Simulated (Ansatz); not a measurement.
Task: a geometry optimisation of C2H6AlS (charge -1), SMILES C[C]([AlH3-])=S, with Ansatz's Python interface. Give the script and its output. Level of theory: B3LYP, 6-31G* basis, multiplicity 1, D3BJ dispersion.

```tsv
atom	x (Å)	y (Å)	z (Å)
C	-1.4274	-0.0788	-0.4985
C	-0.3949	0.1422	0.5674
Al	1.5336	-0.0013	0.1655
S	-0.7956	0.4643	1.9082
H	-2.0425	0.8371	-0.6300
H	-0.9457	-0.3172	-1.4698
H	-2.0883	-0.9274	-0.2198
H	2.1791	-1.1467	1.0718
H	2.2450	1.3929	0.4814
H	1.7367	-0.3650	-1.3762
```

`opt_c2h6als.py`:
```python
"""Geometry optimisation of C2H6AlS(-)."""

import itertools

import ansatz as az
from ase.data import atomic_numbers, covalent_radii
import numpy as np
import pandas as pd

SETTINGS = {
    "basis_set": "6-31G*",
    "functional": "B3LYP",
    "vdw": "d3bj",
    "net_charge": -1,
}

molecule = (
    az.Crystal.molecule()
    .atom("C", [-1.4274, -0.0788, -0.4985])
    .atom("C", [-0.3949, 0.1422, 0.5674])
    .atom("Al", [1.5336, -0.0013, 0.1655])
    .atom("S", [-0.7956, 0.4643, 1.9082])
    .atom("H", [-2.0425, 0.8371, -0.63])
    .atom("H", [-0.9457, -0.3172, -1.4698])
    .atom("H", [-2.0883, -0.9274, -0.2198])
    .atom("H", [2.1791, -1.1467, 1.0718])
    .atom("H", [2.245, 1.3929, 0.4814])
    .atom("H", [1.7367, -0.365, -1.3762])
)

model = (
    molecule.calculation()
    .basis(gaussian=SETTINGS["basis_set"])
    .functional(SETTINGS["functional"], dispersion=SETTINGS["vdw"])
    .charge(SETTINGS["net_charge"])
)
symbols = [site.symbol for site in molecule.cartesian_sites]
start = np.array([site.position_ang for site in molecule.cartesian_sites], dtype=float)
def progress(event):
    if event["event"] == "relax_step":
        row = event["data"]
        print(f"step {row['step']:3d}  E = {row['lagrangian_ev']:.6f} eV  largest force component {row['allowed_force_max_ev_ang']:.4f} eV/A")


r = model.relax(force_tolerance=0.01, max_steps=100).session().plan().execute(on_event=progress).report
end = np.array(r["positions_ang"])

print("reference energy %16.6f eV" % r["reference_energy_ev"])
print("total energy     %16.6f eV" % r["free_energy_ev"])
print("occupied orbitals outside the frozen core (up, down):", r["n_occupied"], " frozen:", r["n_frozen"], " virtual:", r["n_virtual"])

# pairs closer than 1.2 times the sum of covalent radii, before or after
radius = [covalent_radii[atomic_numbers[s]] for s in symbols]
span = lambda where, i, j: np.linalg.norm(where[i] - where[j])
bonded = [(i, j) for i, j in itertools.combinations(range(len(symbols)), 2) if min(span(start, i, j), span(end, i, j)) < 1.2 * (radius[i] + radius[j])]
print("pair        before    after (A)")
for i, j in bonded:
    print(f"{symbols[i]}{i}-{symbols[j]}{j}".ljust(10), f"{span(start, i, j):8.4f} {span(end, i, j):8.4f}")

charges = r["charge_distribution"]
table = pd.DataFrame({"atom": symbols, "mulliken": charges["mulliken_charges_e"], "lowdin": charges["lowdin_charges_e"]})
print(table.round(3).to_string())
print("dipole (e A):", np.round(charges["dipole_moment_e_ang"], 4) + 0.0)
with open("c2h6als_opt.xyz", "w") as handle:
    handle.write(f"{len(symbols)}\nrelaxed C2H6AlS(-)\n")
    handle.writelines(f"{s:2s} {x:11.6f} {y:11.6f} {z:11.6f}\n" for s, (x, y, z) in zip(symbols, end))
```

Running `python opt_c2h6als.py` prints:
```text
step   1  E = -19603.806173 eV  largest force component 13.1455 eV/A
step   2  E = -19604.869360 eV  largest force component 5.3936 eV/A
step   3  E = -19605.195756 eV  largest force component 1.3249 eV/A
step   4  E = -19605.222257 eV  largest force component 0.1723 eV/A
step   5  E = -19605.225178 eV  largest force component 0.0403 eV/A
step   6  E = -19605.225474 eV  largest force component 0.0103 eV/A
step   7  E = -19605.225497 eV  largest force component 0.0046 eV/A
reference energy    -19604.829051 eV
total energy        -19605.225786 eV
occupied orbitals outside the frozen core (up, down): [24, 24]  frozen: 0  virtual: [56, 56]
pair        before    after (A)
C0-C1        1.5003   1.5194
C0-H4        1.1111   1.0991
C0-H5        1.1101   1.0953
C0-H6        1.1111   1.0991
C1-Al2       1.9752   2.0632
C1-S3        1.4360   1.6619
Al2-H7       1.5969   1.6319
Al2-H8       1.5968   1.6319
Al2-H9       1.5970   1.6440
  atom  mulliken  lowdin
0    C    -0.456  -0.357
1    C    -0.149  -0.200
2   Al     0.084  -0.269
3    S    -0.300  -0.086
4    H     0.138   0.123
5    H     0.153   0.124
6    H     0.138   0.123
7    H    -0.192  -0.145
8    H    -0.192  -0.145
9    H    -0.224  -0.168
dipole (e A): [-1.133  -0.0019 -0.1344]
```

It writes `c2h6als_opt.xyz`:
```text
10
relaxed C2H6AlS(-)
C    -1.419600   -0.084643   -0.522580
C    -0.398791    0.145164    0.579158
Al    1.614583   -0.006062    0.154523
S    -0.979213    0.512057    2.092571
H    -2.051650    0.805582   -0.649325
H    -0.943037   -0.319646   -1.480383
H    -2.096015   -0.907337   -0.251111
H     2.244895   -1.203147    1.067127
H     2.313288    1.438136    0.453218
H     1.715541   -0.380003   -1.443197
```

Caveats:
- Total energies depend on the basis set; only differences at equal settings carry meaning.
- The end point is the stationary point reached from this start; no frequency run checks that it is a minimum, and the basis set is modest.
- The Löwdin charges here are taken after orthogonalising the functions within each atom; they differ from plain Löwdin charges, and their signs can be unphysical.
- An ion's dipole depends on the origin; the program takes it about the centre of nuclear charge.
- Total less reference energy is the dispersion correction.
- b3lyp holds the VWN-RPA fit, as in Gaussian; the form of ORCA and Turbomole is b3lyp5.
- Anions want diffuse functions, which this basis lacks.
- Timing: 36 s on 1 thread of Arm Neoverse V1, with other jobs on the host, peak memory 0.28 GiB.

(Lines on the test bed's own set-up are left out of the output.)
